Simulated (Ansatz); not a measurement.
Crystal: Ta3Cu.

```
CELL_PARAMETERS angstrom
-2.00651 2.00651 4.20817
2.00651 -2.00651 4.20817
2.00651 2.00651 -4.20817
ATOMIC_POSITIONS crystal
Ta 0.50000 0.50000 0.00000
Ta 0.25000 0.75000 0.50000
Ta 0.75000 0.25000 0.50000
Cu 0.00000 0.00000 0.00000
```

The cell comes from a database or a generator and needn't be the stable form of this composition.

* Program: Ansatz 0.2.0
* Task: relaxation of cell and atoms
* Functional: revPBE
* Potentials or basis: Ansatz PAW
* Cutoff: 420 eV (not typed: the program's choice for these potentials)
* k mesh: 7 × 7 × 7
* Occupations: fermi-dirac, width 0.05 eV
* Spin: no spin polarisation

At the start: volume 16.94 Å³/atom.

**Question.** Where does the relaxation end?

**Answer.** It ends after 4 steps and the volume is 17.22 Å³/atom (+1.6 %); space group I4/mmm (No. 139, to 0.05 Å).

Step by step:
| step | energy change (eV) | largest force (eV/Å) | volume (Å³) |
| --- | --- | --- | --- |
| 1 | 0.0000 | 0.0000 | 67.77 |
| 2 | -0.0097 | 0.0000 | 68.94 |
| 3 | -0.0098 | 0.0000 | 68.88 |
| 4 | -0.0103 | 0.0000 | 68.88 |

Final structure:
```yaml
crystal:
  lattice:
    - [-2.01941, 2.01941, 4.22239]
    - [2.01941, -2.01941, 4.22239]
    - [2.01941, 2.01941, -4.22239]
  atoms:
    - { symbol: Ta, position: [0.50000, 0.50000, 0.00000] }
    - { symbol: Ta, position: [0.25000, 0.75000, 0.50000] }
    - { symbol: Ta, position: [0.75000, 0.25000, 0.50000] }
    - { symbol: Cu, position: [0.00000, 0.00000, 0.00000] }
```

Caveat: the plane-wave basis is chosen anew once the cell has moved, so the energies of steps on either side of that aren't comparable; the PAW data sets come from PBE, with cores solved anew for the run's functional, which leaves a small shift of forces and pressure.
